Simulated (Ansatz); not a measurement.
**CH₄GeS: basis-set convergence**

The task here is to estimate one member of a computed series from the others.

Computed with Ansatz 0.2.0, Gaussian basis. Level: one geometry, several basis sets.

Plan: PBE0-D4/def2-SVP; ωB97M-V/def2-SVP; PBE0-D4/def2-QZVPP; ωB97M-V/def2-QZVPP; the functionals' def2-TZVPP values are taken from earlier runs.

### Structure used throughout

An earlier PBE0-D4 in a triple-zeta def2 set relaxation fixed the geometry.

SMILES `[CH3][Ge][SH]`, 7 atoms, charge 0, spin multiplicity 1.

Atoms are counted from 1 here; the program's logs count them from 0.

Bond lengths: C1–Ge2 1.996 Å, C1–H4 1.094 Å, C1–H5 1.094 Å, C1–H6 1.091 Å, Ge2–S3 2.229 Å, S3–H7 1.343 Å. Angles: Ge2–C1–H4 110.7°, Ge2–C1–H5 110.3°, Ge2–C1–H6 110.4°, H4–C1–H5 107.7°, H4–C1–H6 108.9°, H5–C1–H6 108.8°, C1–Ge2–S3 93.9°, Ge2–S3–H7 95.9°.

Set-up of the first run:

in.yaml

```yaml
crystal:
  periodic: [false, false, false]
  atoms:
    - {symbol: C, position_ang: [-0.858531, 0.665966, -0.262165]}
    - {symbol: Ge, position_ang: [0.260275, -0.077457, 1.214371]}
    - {symbol: S, position_ang: [1.541898, -1.278927, -0.156988]}
    - {symbol: H, position_ang: [-1.328215, -0.138753, -0.834528]}
    - {symbol: H, position_ang: [-0.238556, 1.246154, -0.951786]}
    - {symbol: H, position_ang: [-1.637549, 1.314926, 0.140881]}
    - {symbol: H, position_ang: [2.321876, -1.799810, 0.804517]}
basis:
  gaussian: {orbitals: def2-SVP}
hamiltonian: {xc: pbe0, dispersion: d4}
output: {orbitals: {seedname: orbitals}}
```

The run is started by

```bash
> ansatz run in.yaml --threads 2 --pin off --events-out ev --progress --plain --max-ram 22528MiB --backend cpu
```

Among the steps run: PBE0-D4 in def2-SVP; ωB97M-V in def2-SVP; PBE0-D4 in def2-QZVPP; ωB97M-V in def2-QZVPP.

One of the session's tables, all rows but one given; the rest of the session is left out.

It belongs to the step «Density functionals: the series». 

| functional | basis | HOMO (eV) | LUMO (eV) |
| --- | --- | --- | --- |
| PBE0-D4 | def2-SVP | -6.54 | -2.15 |
| PBE0-D4 | def2-TZVPP | -6.59 | -2.22 |
| PBE0-D4 | def2-QZVPP | -6.63 | -2.28 |
| ωB97M-V | def2-SVP | ? | ? |
| ωB97M-V | def2-TZVPP | -8.66 | -0.29 |
| ωB97M-V | def2-QZVPP | -8.71 | -0.42 |

Estimate the missing values for ωB97M-V, def2-SVP.

**Answer.** HOMO (eV): -8.59; LUMO (eV): -0.20. In the column «HOMO (eV)» it lies between ωB97M-V, def2-TZVPP (-8.66) and PBE0-D4, def2-QZVPP (-6.63).
